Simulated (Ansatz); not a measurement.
**Al2Cl: a trial structure relaxed, part 1 of 2**

Where does this trial cell of Al2Cl go when cell and atoms are let free?

Method: DFT PBE, scalar-relativistic, plane waves, PAW, in Ansatz 0.2.0.

## (1) The system as given

The structure is cubic, space group Fm-3m (No. 225). Conventional cell: a = 6.548 Å, b = 6.548 Å, c = 6.548 Å, α = 90.00°, β = 90.00°, γ = 90.00°. Al (site symmetry -43m) has 4 Cl at 2.84 Å as nearest neighbours. Around Cl (site symmetry m-3m) lie 8 Al at 2.84 Å.

As a file:

```cif
data_structure
_symmetry_space_group_name_H-M 'Fm-3m'
_symmetry_Int_Tables_number 225
_cell_length_a 6.5479
_cell_length_b 6.5479
_cell_length_c 6.5479
_cell_angle_alpha 90.000
_cell_angle_beta 90.000
_cell_angle_gamma 90.000
_cell_volume 280.74
loop_
_atom_site_label
_atom_site_type_symbol
_atom_site_symmetry_multiplicity
_atom_site_Wyckoff_symbol
_atom_site_fract_x
_atom_site_fract_y
_atom_site_fract_z
_atom_site_occupancy
Al1 Al 8 c 0.25000 0.75000 0.75000 1
Cl1 Cl 4 b 0.50000 0.00000 0.00000 1
```

A structure generator made this guess: random cell by space group and Wyckoff sites (Fm-3m, No. 225). Lengths come from tabulated atomic sizes and are only a guess.

## (2) Probe: one point on a coarse mesh

The input, input.yaml:

```yaml
crystal:
  lattice:
    - [0.0, 3.27394977, 3.27394977]
    - [3.27394977, 0.0, 3.27394977]
    - [3.27394977, 3.27394977, 0.0]
  atoms:
    - { symbol: Al, position: [0.25, 0.25, 0.25] }
    - { symbol: Al, position: [0.75, 0.75, 0.75] }
    - { symbol: Cl, position: [0.5, 0.5, 0.5] }
basis:
  ecutwfc: 420
kpoints:
  mp_grid: { grid: [4, 4, 4] }
hamiltonian:
  xc: pbe
scf:
  occupations: { method: gaussian, width: 0.1 }
  lower_state_search: "off"
output:
  forces: true
  stress: true
  eigenvalues: true
```

Started as:

```sh
> ansatz run input.yaml --threads 1 --pin off --max-ram 2048MiB --backend cpu --events-out ev --progress --plain --runs-dir out
```

What it wrote:

```text
Warning: RAYON_NUM_THREADS=1 ignored (pool sized by the plan → 1); use --threads N
Engine: ansatz 0.2.0, aarch64-unknown-linux-gnu
Pseudopotentials: kind: paw
Pseudopotential: Al, paw, valence charge 3, recommended cutoff 420 eV (normal), Al.paw.azcp
Pseudopotential: Cl, paw, valence charge 7, recommended cutoff 420 eV (normal), Cl.paw.azcp
Functional definition: PBE
  parameter kappa = 0.804
  parameter beta = 0.06672455060314922
  exchange = pbe_x(kappa = kappa, mu = beta*pi^2/3)
  correlation = pbe_c(beta = beta)
Crystal: 3 atoms, lattice volume = 70.185 Å³
Basis set: ecut = 420 eV, 1363 PW (Γ), exchange–correlation on 64×64×64 points (8 copies of the dense FFT grid, shifted against one another)
Bands: 11, of which v1, the nominal top of the filled ones, is band 7 counted from 1 (6 counted from 0)
Symmetry: 48 space group operations
Space group: Fm-3m (ITA 225), of the structure as read, at distance tolerance 4.1e-5 Å
k-points: 8 of 64
Non-local potential: Al, projectors of the file, l = 0: 2, l = 1: 2, l = 2: 1
Non-local potential: Cl, projectors of the file, l = 0: 2, l = 1: 2, l = 2: 2
PAW form: soft (Blöchl's): semilocal exchange-correlation on the pseudo side does not see the compensation charge
PAW one-centre angular grid: Al, 110 points (default); XC on 64 Gauss nodes
PAW one-centre angular grid: Cl, 110 points (default); XC on 64 Gauss nodes
Initial density: superposition of atomic densities (neutral atoms: chi_scale 0, normalization atom), corrected by the library's trained network
Initial wavefunctions: pseudopotential atomic-orbital guess
Functional: x = pbe(κ = 0.804, μ = 0.2195149727645171), c = pbe(β = 0.06672455060314922)
SCF iter   1: F=—  HF=-2152.812675 eV  |F-HF|=—  |Δ(HF+E_count)|=         —  Δρ=6.64e-3  dr2=6.07e-2  ethr=1.77e-3  ⟨swp⟩=5.4  Hψ=600  notcnv=0
preconditioner: auto → none  [insulator: Δε(μ)=0.166 eV  Ē_g=7.093 eV  σ=0.100 eV  W_gap=0.72  n_scr=14 (ndim 8)  ℏωp=14.7 eV  f_vac=0.000  D(μ)=2.02/eV (n_scr^D=14)  ε∞_Penn≈5.3]
SCF iter   2: F=—  HF=-2152.797761 eV  |F-HF|=—  |Δ(HF+E_count)|=   1.49e-2  Δρ=2.35e-3  dr2=6.98e-3  ethr=4.67e-4  ⟨swp⟩=1.0  Hψ=152  notcnv=0
SCF iter   3: F=—  HF=-2152.796225 eV  |F-HF|=—  |Δ(HF+E_count)|=   1.54e-3  Δρ=4.28e-4  dr2=1.58e-4  ethr=5.37e-5  ⟨swp⟩=2.2  Hψ=123  notcnv=0
SCF iter   4: F=—  HF=-2152.796233 eV  |F-HF|=—  |Δ(HF+E_count)|=   8.23e-6  Δρ=5.87e-5  dr2=1.52e-6  ethr=1.22e-6  ⟨swp⟩=2.4  Hψ=119  notcnv=0
SCF iter   5: F=—  HF=-2152.796259 eV  |F-HF|=—  |Δ(HF+E_count)|=   2.62e-5  Δρ=7.31e-6  dr2=3.16e-8  ethr=1.17e-8  ⟨swp⟩=2.1  Hψ=135  notcnv=0
SCF iter   6: F=-2152.796259 eV  HF=-2152.796259 eV  |F-HF|=1.48e-10  |Δ(HF+E_count)|=   6.77e-9  Δρ=9.24e-7  dr2=4.34e-10  ethr=2.43e-10  ⟨swp⟩=3.8  Hψ=362  notcnv=0
SCF 1 converged in 6 iterations: F = -2152.796259 eV  dr2 = 4.34e-10
SCF converged after 6 iterations
Free energy (F): -2152.796259 eV
Harris-Foulkes:  -2152.796259 eV  (|F-HF|=1.48e-10)
Internal energy: -2152.784534 eV  (E = F + TS)
E sigma→0 (E₀):  -2152.790396 eV
Entropy (-TS):   -0.011726 eV (-3.909 meV/atom)
Fermi energy:    5.072112 eV
--- Per-component energies (eV) ---
  E_band       = -13.437773
  E_kinetic    = 200.207783
  E_local      = -304.166147  (includes V_loc(G=0)·N_el)
  E_nonlocal   = 52.410728
  E_hartree    = 108.383561
  E_xc         = -183.187110
  E_vxc        = -175.285487  (∫ρ·V_xc dr)
  E_paw        = -1593.026080  (= ΣΔE_a)
  E_vpaw       = -3.371584  (= ΣTr[D̂ρ^β])
  E_aug_tail   = 0.000090  (compensation charges beyond the density's cutoff)
  E_ewald      = -433.407360
  E_smearing   = -0.011726  (= −TS)
  E_closure    = -0.000000  (closes the sum)
  Σ components = -2152.796259   (vs F -2152.796259, Δ=0.00e0)
--- Forces (eV/Å), atoms counted from 1 ---
  atom   1  Al     0.00000000    -0.00000000     0.00000000
  atom   2  Al     0.00000000    -0.00000000     0.00000000
  atom   3  Cl     0.00000000    -0.00000000     0.00000000
  max |Σ_I F_I| component: 2.08e-17 eV/Å
--- Stress (GPa, compression-positive) ---
        5.243297       0.000000       0.000000
        0.000000       5.243297       0.000000
        0.000000      -0.000000       5.243297
  P = ⅓ Tr σ = 5.2433 GPa (52.433 kbar)
--- Band table (eV; the first three rows and the last of 8) ---
  k-point 0: bands = ["-11.8358", "-0.5469", "-0.0912", "-0.0912", "-0.0912", "5.4663", "5.4663", "5.4663", "5.6073", "9.9545", "9.9545"]
  k-point 1: bands = ["-11.7530", "-1.8633", "-0.2289", "-0.2289", "1.1496", "3.9236", "5.8808", "5.8808", "7.9229", "8.4108", "8.4108"]
  k-point 2: bands = ["-11.6666", "-2.4620", "-0.3509", "-0.3509", "1.1056", "4.7593", "5.9546", "5.9546", "7.7479", "8.9955", "8.9955"]
  k-point 7: bands = ["-11.6115", "-1.8249", "-1.8249", "-0.9155", "3.7849", "3.7849", "4.8322", "5.1128", "8.3153", "8.3153", "10.9783"]
```

Run time: 0.58 s. Hardware: 1 thread of Arm Neoverse V2, shared host; peak memory 0.27 GiB.

Read-out: pressure 5.2 GPa, largest force 0.00 eV/Å, gap on this mesh none (metal). A guess like this is first relaxed loosely on the coarse mesh.

## (3) Rough relaxation on the coarse mesh

input.yaml: that of step 2 with these lines changed.

```diff
@@ -22 +22,6 @@
   eigenvalues: true
+relax:
+  adjacent_minimum: "off"
+  f_tol: 0.04
+  max_steps: 70
+  cell: { stress_tol: 0.4 }
```

Started as:

```sh
> ansatz run input.yaml --threads 1 --pin off --max-ram 2048MiB --backend cpu --events-out ev --progress --plain --runs-dir out
```

What it wrote:

```text
Warning: RAYON_NUM_THREADS=1 ignored (pool sized by the plan → 1); use --threads N
Engine: ansatz 0.2.0, aarch64-unknown-linux-gnu
Pseudopotentials: kind: paw
Pseudopotential: Al, paw, valence charge 3, recommended cutoff 420 eV (normal), Al.paw.azcp
Pseudopotential: Cl, paw, valence charge 7, recommended cutoff 420 eV (normal), Cl.paw.azcp
Functional definition: PBE
  parameter kappa = 0.804
  parameter beta = 0.06672455060314922
  exchange = pbe_x(kappa = kappa, mu = beta*pi^2/3)
  correlation = pbe_c(beta = beta)
Crystal: 3 atoms, lattice volume = 70.185 Å³
Basis set: ecut = 420 eV, 1363 PW (Γ), exchange–correlation on 64×64×64 points (8 copies of the dense FFT grid, shifted against one another)
Bands: 11, of which v1, the nominal top of the filled ones, is band 7 counted from 1 (6 counted from 0)
Symmetry: 48 space group operations
Space group: Fm-3m (ITA 225), of the structure as read, at distance tolerance 4.1e-5 Å
k-points: 8 of 64
Non-local potential: Al, projectors of the file, l = 0: 2, l = 1: 2, l = 2: 1
Non-local potential: Cl, projectors of the file, l = 0: 2, l = 1: 2, l = 2: 2
PAW form: soft (Blöchl's): semilocal exchange-correlation on the pseudo side does not see the compensation charge
PAW one-centre angular grid: Al, 110 points (default); XC on 64 Gauss nodes
PAW one-centre angular grid: Cl, 110 points (default); XC on 64 Gauss nodes
Initial density: superposition of atomic densities (neutral atoms: chi_scale 0, normalization atom), corrected by the library's trained network
Initial wavefunctions: pseudopotential atomic-orbital guess
Functional: x = pbe(κ = 0.804, μ = 0.2195149727645171), c = pbe(β = 0.06672455060314922)
SCF iter   1: F=—  HF=-2152.812675 eV  |F-HF|=—  |Δ(HF+E_count)|=         —  Δρ=6.64e-3  dr2=6.07e-2  ethr=1.77e-3  ⟨swp⟩=5.4  Hψ=600  notcnv=0
preconditioner: auto → none  [insulator: Δε(μ)=0.166 eV  Ē_g=7.093 eV  σ=0.100 eV  W_gap=0.72  n_scr=14 (ndim 8)  ℏωp=14.7 eV  f_vac=0.000  D(μ)=2.02/eV (n_scr^D=14)  ε∞_Penn≈5.3]
SCF iter   2: F=—  HF=-2152.797761 eV  |F-HF|=—  |Δ(HF+E_count)|=   1.49e-2  Δρ=2.35e-3  dr2=6.98e-3  ethr=4.67e-4  ⟨swp⟩=1.0  Hψ=152  notcnv=0
SCF iter   3: F=—  HF=-2152.796225 eV  |F-HF|=—  |Δ(HF+E_count)|=   1.54e-3  Δρ=4.28e-4  dr2=1.58e-4  ethr=5.37e-5  ⟨swp⟩=2.2  Hψ=123  notcnv=0
SCF iter   4: F=—  HF=-2152.796233 eV  |F-HF|=—  |Δ(HF+E_count)|=   8.23e-6  Δρ=5.87e-5  dr2=1.52e-6  ethr=1.22e-6  ⟨swp⟩=2.4  Hψ=119  notcnv=0
SCF iter   5: F=—  HF=-2152.796259 eV  |F-HF|=—  |Δ(HF+E_count)|=   2.62e-5  Δρ=7.31e-6  dr2=3.16e-8  ethr=1.17e-8  ⟨swp⟩=2.1  Hψ=135  notcnv=0
SCF iter   6: F=-2152.796259 eV  HF=-2152.796259 eV  |F-HF|=1.48e-10  |Δ(HF+E_count)|=   6.77e-9  Δρ=9.24e-7  dr2=4.34e-10  ethr=2.43e-10  ⟨swp⟩=3.8  Hψ=362  notcnv=0
SCF 1 converged in 6 iterations: F = -2152.796259 eV  dr2 = 4.34e-10
relax step   1: F+E_penalty+E_count = -2152.79625919 eV  Δ(F+E_penalty+E_count) = +0.000e0 eV  max|allowed force component| = 7.710e-18 eV/Å  Δτ_max = 0.0000 Å  P = +5.243 GPa  Ω = 70.185 Å³  (6 SCF iters, dr2 threshold 1.00e-7 eV, accepted)
Crystal: 3 atoms, lattice volume = 79.561 Å³
Basis set: ecut = 420 eV, 1471 PW (Γ), exchange–correlation on 64×64×64 points (8 copies of the dense FFT grid, shifted against one another)
Initial density: handed on by an earlier stage of this run
Initial wavefunctions: those handed on with the density
iter 1 solved again at ethr=1.63e-4 eV; its pass at ethr=3.10e-3 eV (dr2=2.12e-2 eV) is discarded
SCF iter   1: F=—  HF=-2152.986540 eV  |F-HF|=—  |Δ(HF+E_count)|=         —  Δρ=3.26e-3  dr2=2.29e-2  ethr=1.63e-4  ⟨swp⟩=1.0  Hψ=692  notcnv=0
preconditioner: auto → none  [insulator: Δε(μ)=0.310 eV  Ē_g=6.595 eV  σ=0.100 eV  W_gap=0.69  n_scr=14 (ndim 8)  ℏωp=13.8 eV  f_vac=0.000  D(μ)=4.11/eV (n_scr^D=50)  ε∞_Penn≈5.4]
SCF iter   2: F=—  HF=-2152.980914 eV  |F-HF|=—  |Δ(HF+E_count)|=   5.63e-3  Δρ=1.31e-3  dr2=3.37e-3  ethr=1.63e-4  ⟨swp⟩=1.9  Hψ=117  notcnv=0
SCF iter   3: F=—  HF=-2152.980137 eV  |F-HF|=—  |Δ(HF+E_count)|=   7.77e-4  Δρ=1.87e-4  dr2=3.06e-5  ethr=2.59e-5  ⟨swp⟩=2.1  Hψ=128  notcnv=0
SCF iter   4: F=—  HF=-2152.980158 eV  |F-HF|=—  |Δ(HF+E_count)|=   2.10e-5  Δρ=2.15e-5  dr2=2.04e-7  ethr=2.35e-7  ⟨swp⟩=2.4  Hψ=139  notcnv=0
iter 5 did not close the SCF: its close was put off for the readings that it lacked (scf_convergence_deferred on its scf_iter line)
SCF iter   5: F=-2152.980159 eV  HF=-2152.980159 eV  |F-HF|=2.96e-10  |Δ(HF+E_count)|=   4.00e-7  Δρ=1.38e-6  dr2=2.53e-9  ethr=1.57e-9  ⟨swp⟩=2.0  Hψ=131  notcnv=0
SCF iter   6: F=-2152.980159 eV  HF=-2152.980159 eV  |F-HF|=8.19e-12  |Δ(HF+E_count)|=   1.05e-9  Δρ=1.33e-7  dr2=1.07e-11  ethr=1.94e-11  ⟨swp⟩=1.5  Hψ=278  notcnv=0
the search or the solves at the SCF's close seem to have found levels that the self-consistency loop had missed (the run counts 1). By its estimate they hold under 1e-12 electrons; where the run keeps them, the occupations were computed again with them
SCF 2 converged in 6 iterations: F = -2152.980159 eV  dr2 = 1.07e-11
relax step   2: F+E_penalty+E_count = -2152.98015870 eV  Δ(F+E_penalty+E_count) = -1.839e-1 eV  max|allowed force component| = 2.467e-17 eV/Å  Δτ_max = 0.0000 Å  P = +1.570 GPa  Ω = 79.561 Å³  energy of the carried Pulay correction = -7.809e-4 eV  (6 SCF iters, dr2 threshold 3.00e-7 eV, accepted)
Crystal: 3 atoms, lattice volume = 84.369 Å³
Basis set: ecut = 420 eV, 1639 PW (Γ), exchange–correlation on 64×64×64 points (8 copies of the dense FFT grid, shifted against one another)
iter 1 solved again at ethr=4.62e-5 eV; its pass at ethr=3.10e-3 eV (dr2=6.01e-3 eV) is discarded
SCF iter   1: F=—  HF=-2153.006855 eV  |F-HF|=—  |Δ(HF+E_count)|=         —  Δρ=1.63e-3  dr2=6.24e-3  ethr=4.62e-5  ⟨swp⟩=1.0  Hψ=669  notcnv=0
preconditioner: auto → none  [insulator: Δε(μ)=0.334 eV  Ē_g=6.359 eV  σ=0.100 eV  W_gap=0.76  n_scr=14 (ndim 8)  ℏωp=13.4 eV  f_vac=0.000  D(μ)=4.20/eV (n_scr^D=50)  ε∞_Penn≈5.4]
SCF iter   2: F=—  HF=-2153.005266 eV  |F-HF|=—  |Δ(HF+E_count)|=   1.59e-3  Δρ=6.26e-4  dr2=8.75e-4  ethr=4.62e-5  ⟨swp⟩=1.9  Hψ=117  notcnv=0
SCF iter   3: F=—  HF=-2153.005035 eV  |F-HF|=—  |Δ(HF+E_count)|=   2.31e-4  Δρ=9.12e-5  dr2=9.13e-6  ethr=6.73e-6  ⟨swp⟩=2.1  Hψ=128  notcnv=0
SCF iter   4: F=—  HF=-2153.005024 eV  |F-HF|=—  |Δ(HF+E_count)|=   1.11e-5  Δρ=1.09e-5  dr2=5.73e-8  ethr=7.02e-8  ⟨swp⟩=2.0  Hψ=133  notcnv=0
iter 5 did not close the SCF: its close was put off for the readings that it lacked (scf_convergence_deferred on its scf_iter line)
SCF iter   5: F=-2153.005024 eV  HF=-2153.005024 eV  |F-HF|=5.66e-10  |Δ(HF+E_count)|=   1.24e-7  Δρ=7.22e-7  dr2=4.13e-10  ethr=4.41e-10  ⟨swp⟩=2.0  Hψ=132  notcnv=0
SCF iter   6: F=-2153.005024 eV  HF=-2153.005024 eV  |F-HF|=4.55e-12  |Δ(HF+E_count)|=  6.18e-10  Δρ=8.52e-8  dr2=4.88e-12  ethr=3.17e-12  ⟨swp⟩=1.2  Hψ=280  notcnv=0
SCF 3 converged in 6 iterations: F = -2153.005024 eV  dr2 = 4.88e-12
relax step   3: F+E_penalty+E_count = -2153.00502431 eV  Δ(F+E_penalty+E_count) = -2.487e-2 eV  max|allowed force component| = 6.168e-17 eV/Å  Δτ_max = 0.0000 Å  P = +0.174 GPa  Ω = 84.369 Å³  energy of the carried Pulay correction = -1.145e-3 eV  (6 SCF iters, dr2 threshold 3.00e-7 eV, accepted)
Basis set: ecut = 420 eV, 1639 PW (Γ), exchange–correlation on 72×72×72 points (8 copies of the dense FFT grid, shifted against one another)
Initial wavefunctions: pseudopotential atomic-orbital guess (no wavefunctions were taken with the density)
iter 1 solved again at ethr=5.42e-8 eV; its pass at ethr=3.10e-3 eV (dr2=7.05e-6 eV) is discarded
SCF iter   1: F=—  HF=-2153.007662 eV  |F-HF|=—  |Δ(HF+E_count)|=         —  Δρ=9.49e-5  dr2=1.05e-6  ethr=5.42e-8  ⟨swp⟩=3.0  Hψ=838  notcnv=0
preconditioner: auto → none  [insulator: Δε(μ)=0.337 eV  Ē_g=6.325 eV  σ=0.100 eV  W_gap=0.75  n_scr=14 (ndim 8)  ℏωp=13.4 eV  f_vac=0.000  D(μ)=4.21/eV (n_scr^D=50)  ε∞_Penn≈5.5]
SCF iter   2: F=—  HF=-2153.007681 eV  |F-HF|=—  |Δ(HF+E_count)|=   1.88e-5  Δρ=4.79e-5  dr2=2.28e-7  ethr=8.07e-9  ⟨swp⟩=2.0  Hψ=132  notcnv=0
iter 3 did not close the SCF: its close was put off for the readings that it lacked (scf_convergence_deferred on its scf_iter line)
SCF iter   3: F=-2153.007691 eV  HF=-2153.007690 eV  |F-HF|=2.44e-8  |Δ(HF+E_count)|=   9.47e-6  Δρ=2.66e-6  dr2=7.93e-10  ethr=1.76e-9  ⟨swp⟩=2.0  Hψ=140  notcnv=0
iter 4 did not close the SCF: its close was put off for the readings that it lacked (scf_convergence_deferred on its scf_iter line)
SCF iter   4: F=-2153.007691 eV  HF=-2153.007691 eV  |F-HF|=3.27e-11  |Δ(HF+E_count)|=   2.52e-8  Δρ=1.52e-7  dr2=7.34e-12  ethr=6.10e-12  ⟨swp⟩=2.0  Hψ=140  notcnv=0
iter 5 did not close the SCF: its close was put off for the readings that it lacked (scf_convergence_deferred on its scf_iter line)
SCF iter   5: F=-2153.007691 eV  HF=-2153.007691 eV  |F-HF|=4.55e-13  |Δ(HF+E_count)|=  3.68e-11  Δρ=2.01e-8  dr2=3.92e-13  ethr=1.00e-12  ⟨swp⟩=1.0  Hψ=88  notcnv=0
iter 6 did not close the SCF: its close was put off for the readings that it lacked (scf_convergence_deferred on its scf_iter line)
SCF iter   6: F=-2153.007691 eV  HF=-2153.007691 eV  |F-HF|=0.00e0  |Δ(HF+E_count)|=  4.55e-13  Δρ=2.97e-9  dr2=5.83e-15  ethr=1.00e-12  ⟨swp⟩=1.0  Hψ=88  notcnv=0
SCF iter   7: F=-2153.007691 eV  HF=-2153.007691 eV  |F-HF|=4.55e-13  |Δ(HF+E_count)|=    0.00e0  Δρ=6.47e-10  dr2=3.44e-16  ethr=1.00e-12  ⟨swp⟩=1.0  Hψ=208  notcnv=0
SCF 4 converged in 7 iterations: F = -2153.007691 eV  dr2 = 3.44e-16
relax step   4: F+E_penalty+E_count = -2153.00769052 eV  Δ(F+E_penalty+E_count) = -2.666e-3 eV  max|allowed force component| = 6.862e-17 eV/Å  Δτ_max = 0.0000 Å  P = +0.212 GPa  Ω = 84.369 Å³  stress off target by 2.12e-1 GPa  SCF on the basis re-selected at this cell (its energy is not comparable with the rows above)  (7 SCF iters)
basis re-selected at this cell: Δ(F+E_penalty+E_count) = -2.666e-3 eV, ΔP = +0.038 GPa vs the last step (what re-selecting the basis moved, of the pressure what is left beyond the Pulay correction that the steps carried, after the strain that the cell walked since its last selection, with what the two solves' SCF thresholds leave and, on support functions, any second-order correction that the steps lacked; it is no measure of the basis error at this ecutwfc). The dense FFT grid was sized anew with the basis: this SCF ran on 36×36×36 points, the steps before it on 32×32×32, so part of this shift can come from that change (see relax.cell in the input reference). This SCF's stress stands 2.12e-1 GPa from its target on what of the cell is left free (relax.cell.stress_tol is 4.00e-1 GPa) and its largest allowed force component is 6.86e-17 eV/Å (relax.f_tol is 4.00e-2 eV/Å): within both
SCF converged after 7 iterations
Free energy (F): -2153.007691 eV
Harris-Foulkes:  -2153.007691 eV  (|F-HF|=4.55e-13)
Internal energy: -2152.986646 eV  (E = F + TS)
E sigma→0 (E₀):  -2152.997168 eV
Entropy (-TS):   -0.021045 eV (-7.015 meV/atom)
Fermi energy:    3.670288 eV
--- Per-component energies (eV) ---
  E_band       = -27.453646
  E_kinetic    = 195.228763
  E_local      = -338.747105  (includes V_loc(G=0)·N_el)
  E_nonlocal   = 52.291376
  E_hartree    = 119.565525
  E_xc         = -180.889909
  E_vxc        = -172.163198  (∫ρ·V_xc dr)
  E_paw        = -1592.819469  (= ΣΔE_a)
  E_vpaw       = -3.194621  (= ΣTr[D̂ρ^β])
  E_aug_tail   = 0.000089  (compensation charges beyond the density's cutoff)
  E_ewald      = -407.615916
  E_smearing   = -0.021045  (= −TS)
  E_closure    = 0.000000  (closes the sum)
  Σ components = -2153.007691   (vs F -2153.007691, Δ=0.00e0)
--- Forces (eV/Å), atoms counted from 1 ---
  atom   1  Al     0.00000000     0.00000000     0.00000000
  atom   2  Al    -0.00000000    -0.00000000    -0.00000000
  atom   3  Cl     0.00000000    -0.00000000    -0.00000000
  max |Σ_I F_I| component: 9.25e-18 eV/Å
--- Stress (GPa, compression-positive) ---
        0.211858      -0.000000      -0.000000
       -0.000000       0.211858       0.000000
       -0.000000       0.000000       0.211858
  P = ⅓ Tr σ = 0.2119 GPa (2.119 kbar)
--- Band table (eV; the first three rows and the last of 8) ---
  k-point 0: bands = ["-12.5868", "-1.8687", "-0.9402", "-0.9402", "-0.9402", "3.0820", "4.1444", "4.1444", "4.1444", "8.1292", "8.1292"]
  k-point 1: bands = ["-12.5413", "-2.6104", "-1.0465", "-1.0465", "-0.2107", "2.0465", "4.5076", "4.5076", "5.8797", "6.8200", "6.8200"]
  k-point 2: bands = ["-12.4947", "-2.9902", "-1.1423", "-1.1423", "-0.3553", "2.6801", "4.6536", "4.6536", "5.9012", "6.9479", "6.9479"]
  k-point 7: bands = ["-12.4648", "-2.4676", "-2.4676", "-1.5711", "1.9400", "1.9400", "3.5651", "3.5864", "6.4401", "6.4401", "8.9778"]
--- Relaxed structure (3 steps of the walk, 3 accepted, 1 SCFs on fresh bases) ---
  F+E_penalty+E_count = -2153.00769052 eV   max|allowed force component| = 6.862e-17 eV/Å   (the final SCF, on the basis selected at the relaxed cell)
  cell:  # Å, volume = 84.3687 Å³
    - [4.267374077550057e-34, 3.4811053015842837, 3.4811053015842837]
    - [3.4811053015842837, -8.407363854277724e-34, 3.4811053015842837]
    - [3.4811053015842837, 3.4811053015842837, 1.4649194594574825e-34]
  atoms:
    - { symbol: Al, position: [0.25, 0.25, 0.25] }
    - { symbol: Al, position: [0.7500000000000001, 0.7500000000000001, 0.7500000000000001] }
    - { symbol: Cl, position: [0.5, 0.5, 0.5] }
```

Run time: 2.5 s. Hardware: 1 thread of Arm Neoverse V2, shared host; peak memory 0.3 GiB.

Step by step:

```
step  E - E(step 1) (eV/cell)  largest force component (eV/Å)  pressure (GPa)  volume (Å³)
   1                   0.0000                          0.0000            5.24        70.19
   2                  -0.1839                          0.0000            1.57        79.56
   3                  -0.2088                          0.0000            0.17        84.37
   4                  -0.2114                          0.0000            0.21        84.37
```

Step 1 is the start. Step 4 repeats the geometry before it on a plane-wave basis chosen anew for that cell, so its energy need not be comparable with the rows above.

Lengths and angles in the start's conventional setting:

|  | before | after | change |
| --- | --- | --- | --- |
| a (Å) | 6.548 | 6.962 | +6.3 % |
| b (Å) | 6.548 | 6.962 | +6.3 % |
| c (Å) | 6.548 | 6.962 | +6.3 % |
| volume (Å³/atom) | 23.40 | 28.12 | +20.2 % |
| shortest distance (Å) | 2.835 | 3.015 | +6.3 % |
| space group (0.01 Å) | Fm-3m | Fm-3m | same |

The run keeps the 48 symmetry operations of the start, so it could not have lowered the symmetry.

(Continued in part 2 of 2.)
